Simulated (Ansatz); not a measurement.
This script for Ansatz 0.2.0, Python API starts 4 runs on BaPdO₃, space group Pm-3m. What input does the engine get in each?

`smear_bapdo3.py`
```python
import warnings

import ansatz as az
from tabulate import tabulate


def main() -> None:
    warnings.simplefilter('ignore', az.DeckWarning)

    lattice = az.Lattice.of(
        [4.128267, 0.0, 0.0],
        [0.0, 4.128267, 0.0],
        [0.0, 0.0, 4.128267],
    )
    sites = [
        ('Ba', [0.0, 0.0, 0.0]),
        ('Pd', [0.5, 0.5, 0.5]),
        ('O', [0.0, 0.5, 0.5]),
        ('O', [0.5, 0.0, 0.5]),
        ('O', [0.5, 0.5, 0.0]),
    ]
    system = az.Crystal(lattice=lattice)
    for symbol, position in sites:
        system = system.atom(symbol, position)

    base = (
        system.calculation()
        .functional('r2scan', dispersion='d3bj')
        .basis(41 * az.Ry, xc_grid=2)
        .kpoints(5, 5, 5, center='monkhorst-pack')
        .scf(extra_bands=12)
    )

    rows = []
    for value in [0.3, 0.2, 0.1, 0.05]:
        report = base.occupations('methfessel_paxton', width=value).run(threads=1, backend='cpu').report
        rows.append((value, report['free_energy_ev'] / len(report['lattice']['sites']), report['n_iterations'], report['n_kpoints']))

    print(tabulate(rows, headers=['width (eV)', 'F/atom (eV)', 'iterations', 'k-points'], floatfmt='.4f', tablefmt='simple'))

    for row in rows[:-1]:
        shift = 1000 * (row[1] - rows[-1][1])
        print(f'{row[0]}: {shift:+.2f} meV/atom' + ('  (within 1 meV)' if abs(shift) < 1 else ''))


if __name__ == '__main__':
    main()
```

Run 1:
```yaml
crystal:
  lattice:
    - [4.128267, 0.0, 0.0]
    - [0.0, 4.128267, 0.0]
    - [0.0, 0.0, 4.128267]
  atoms:
    - { symbol: Ba, position: [0.0, 0.0, 0.0] }
    - { symbol: Pd, position: [0.5, 0.5, 0.5] }
    - { symbol: O, position: [0.0, 0.5, 0.5] }
    - { symbol: O, position: [0.5, 0.0, 0.5] }
    - { symbol: O, position: [0.5, 0.5, 0.0] }
basis:
  ecutwfc: 557.833418042754
  xc_grid: 2
kpoints:
  mp_grid:
    grid: [5, 5, 5]
    shift: [0.0, 0.0, 0.0]
hamiltonian:
  xc: r2scan
  dispersion: d3bj
scf:
  n_extra_bands: 12
  occupations:
    method: methfessel_paxton
    width: 0.3
```

Run 2, against run 1:
```diff
-    width: 0.3
+    width: 0.2
```

Run 3, against run 1:
```diff
-    width: 0.3
+    width: 0.1
```

Run 4, against run 1:
```diff
-    width: 0.3
+    width: 0.05
```

```console
$ python smear_bapdo3.py
  width (eV)    F/atom (eV)    iterations    k-points
------------  -------------  ------------  ----------
      0.3000     -2931.2165             8          10
      0.2000     -2931.2144             8          10
      0.1000     -2931.2131             8          10
      0.0500     -2931.2121             8          10
0.3: -4.39 meV/atom
0.2: -2.27 meV/atom
0.1: -0.95 meV/atom  (within 1 meV)
```

Going from 0.05 to 0.3 eV changes F by -4.4 meV an atom. This scheme is built to cancel the term in the square of the width, but that needs a smooth density of states and a fine mesh, and here a sizeable shift remains.

What to keep in mind:
- Spin is left out of this run.
- The dispersion term runs with damping parameters of another functional.
- Dispersion corrections can be off by several per cent in the lattices of metals, and by several GPa in the pressure at a fixed cell.
- The mesh is modest for a metal, so energies can be off by several to tens of meV an atom and pressures by half a GPa or more; differences at equal mesh fare better.
- The narrowest width needs the finest mesh, so the last row is no converged reference.
- The structure comes from a database of computed cells and needn't be a stable or known phase.
- The script silences the warnings on its input, which a real study should read.
- Timing: 14 s on 1 thread of Arm Neoverse V1 (shared host), peak memory 0.43 GiB.
